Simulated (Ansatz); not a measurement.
The system is SiSe.

```
CELL_PARAMETERS angstrom
3.59520 0.00000 0.00000
-1.79760 3.11353 0.00000
0.00000 0.00000 3.59873
ATOMIC_POSITIONS crystal
Si 0.66667 0.33333 0.50000
Se 0.00000 0.00000 0.00000
```

The cell was built by a generator and needn't be a form met in nature.

Below is the output of Ansatz 0.2.0 for this cell. Logs are shortened: lines on timing, memory, paths and dates and some standing lists are left out, and cuts for length are marked.

```text
Warning: the atoms were moved onto the symmetric positions of the space group found under crystal.symmetry.tolerance 1.0e-5 (fractional; no operation is sought that the atoms, as they stand in a round, miss by more than twice it, and no atom is moved by as much as it), and the run uses the moved positions. Before a round's move an operation carried an atom to 1.80e-5 Å from where it should land, the largest such distance. Atom 0 (counting from 0) moved farthest, by 2.08e-5 Å; the longest move in fractions of the cell, of whichever atom, is 0.47 of the tolerance, in 1 round. To run the atoms as typed, lower crystal.symmetry.tolerance until the operations that they miss are no longer found, or set crystal.symmetry.detect: false (a key that needs symmetry detection or time reversal refuses this as the deck is read). The positions used, in the order of the run's atom list: position: [0.6666666666666667, 0.3333333333333333, 0.5]; position: [5.5510939473021013e-17, -1.8503646491007004e-17, 0.0]; The lattice was moved too: crystal.lattice keeps the space group found at crystal.symmetry.tolerance 1.0e-5 only nearly: the operation that it misses by the most changes a squared length by the fraction 2.52e-6. The run uses the lattice that is a stretch of the typed one, with no rotation, onto the one that keeps every operation to a double's rounding (on a very oblique basis the stretch itself rounds by more); the deck's lattice vector that moved farthest moved by 2.62e-6 Å. To run the lattice as typed, set crystal.symmetry.tolerance under 2.52e-6, the least fraction by which an operation that the lattice misses changes a squared length (the same key also sets how far an atom may lie from its image, so lowering it can lose operations that the atoms keep only within it), or set crystal.symmetry.detect: false, as for the atoms. crystal.lattice made exact, in Å and degrees: [[3.5951973836309277, 0.0, 0.0], [-1.7975986918154638, 3.1135322658437317, 0.0], [0.0, 0.0, 3.59873]]. Pasted over the deck's crystal.lattice, beside positions in fractional coordinates, it runs the same cell (given as lengths and angles, that cell in the form's own orientation, a rigid turn of the misfit's size from the one run here, for which a checkpoint.post_process_only pass over this run's state can be refused: where this run relaxes nothing, give such a pass this deck's own crystal.lattice, as typed; behind a relaxation, as crystal.lattice, the state's own cell, identity.cell in its checkpoint.json), and a matrix so pasted ends this notice, except on a very skew basis of the lattice, where the rounding of the pasted numbers themselves can read as a misfit: the cell is then moved again, and that move is told again. The lattice as run is in this notice's lattice.as_run_ang field (Run.prep()["deck_notices"] in Python, the deck_notice line of an events file, deck_notices of ansatz run --dry-run=json, or deck_notices in record.json in the deck's checkpoint.write directory).
Warning: RAYON_NUM_THREADS=1 ignored (pool sized by the plan → 1); use --threads N
LAPW: plane waves up to 6.695 Å⁻¹, error target 2.0e-3 eV per atom; small_component_spin mean_spin; Si in spheres of 1.228 Å, 12 of its electrons in bands, Dirac shells []; Se in spheres of 1.437 Å, 24 of its electrons in bands, Dirac shells [] (how accurate: hamiltonian.pseudopotentials.lapw.basis_error, Limitations)
Engine: ansatz 0.2.0, aarch64-unknown-linux-gnu
Pseudopotentials: kind: all_electron
Pseudopotential: Si, LAPW, valence charge 12, lapw/all_electron/scalar/gaussian/Si, Koelling and Harmon's equation, gaussian nucleus
Pseudopotential: Se, LAPW, valence charge 24, lapw/all_electron/scalar/gaussian/Se, Koelling and Harmon's equation, gaussian nucleus
Functional definition: PBE
  parameter kappa = 0.804
[... 93 lines left out ...]
  k-point 2: bands = ["-198.3585", "-137.8488", "-137.8138", "-137.8138", "-124.9437", "-81.0049", "-81.0042", "-81.0042", "-38.0540", "-38.0440", "-38.0440", "-38.0181", "-38.0181", "-4.4565", "1.7674", "8.9635", "8.9635", "9.7581", "13.1726", "13.1726", "14.3739", "17.0503"]
  k-point 47: bands = ["-198.3585", "-137.8488", "-137.8138", "-137.8138", "-124.9437", "-81.0049", "-81.0043", "-81.0043", "-38.0528", "-38.0445", "-38.0444", "-38.0174", "-38.0173", "-2.5874", "3.5622", "4.4015", "5.1420", "5.9975", "8.5246", "15.9261", "16.4861", "19.5995"]
--- Phonons: 4 displaced members + reference (amplitude 0.01 Å, Σ member SCF iterations 21) ---
  symmetry images taken by strict's conditions (phonons.symmetry_images: auto; settled by no image being taken that strict refuses)
  ASR residual: 4.706e-4 → 0.000e0 eV/Å²; symmetrization residual: 2.215e-4 eV/Å²
  largest component of a force at the reference: 4.6e-17 eV/Å
  ASR residual per site (eV/Å²): 4.71e-4 1.93e-4
  Γ frequencies (cm⁻¹): -210.74 0.00 0.00 0.00 125.69 125.69
  density of states and harmonic sums: on the 20×20×17 q-mesh, interpolated from the force constants of a 1×1×1 supercell (no non-analytic term)
  largest difference from the sums on the solved wave vectors: F 4.57e-1 eV, S 6.29e-4 and C_V 1.72e-4 eV/K
  zero-point energy: 0.020862 eV/cell   skipped modes (ω ≤ 0): 794, of them read as no rigid motion or as one in doubt: 791 (2.000e0 modes/cell left out, lowest -210.74 cm⁻¹)   left out of the sums: 3.33e-1 of the cell's modes: C_V's classical limit lies that fraction below 3 k_B per atom; for a crystal, a wire or a layer, F and S can be off by more, and a phonons.interpolated_qmesh denser along its periods is the remedy for the sampling
```

Task: Write the input and the command behind it.

Result: Phonons with PBE, no spin polarisation. The files as run (others can give the same):

input.yaml
```yaml
crystal:
  lattice:
    - [3.5952, 0.0, 0.0]
    - [-1.7976, 3.11353, 0.0]
    - [0.0, 0.0, 3.59873]
  atoms:
    - { symbol: Si, position: [0.66667, 0.33333, 0.5] }
    - { symbol: Se, position: [0.0, 0.0, 0.0] }
kpoints:
  mp_grid: { grid: [9, 9, 7] }
scf:
  occupations: { method: fermi_dirac, width: 0.05 }
hamiltonian:
  xc: pbe
  pseudopotentials: { kind: all_electron, lapw: { basis_error: 0.002 } }
output: {}
phonons:
  method: fd
  supercell: [1, 1, 1]
```

Potentials or basis: all-electron LAPW, scalar-relativistic.
The run is started by
```sh
$ ansatz run input.yaml --threads 1 --pin off --max-ram 3072MiB --backend cpu --events-out ev --progress --plain --runs-dir out
```

Caveat: a metal's response needs a denser mesh; some modes are imaginary.
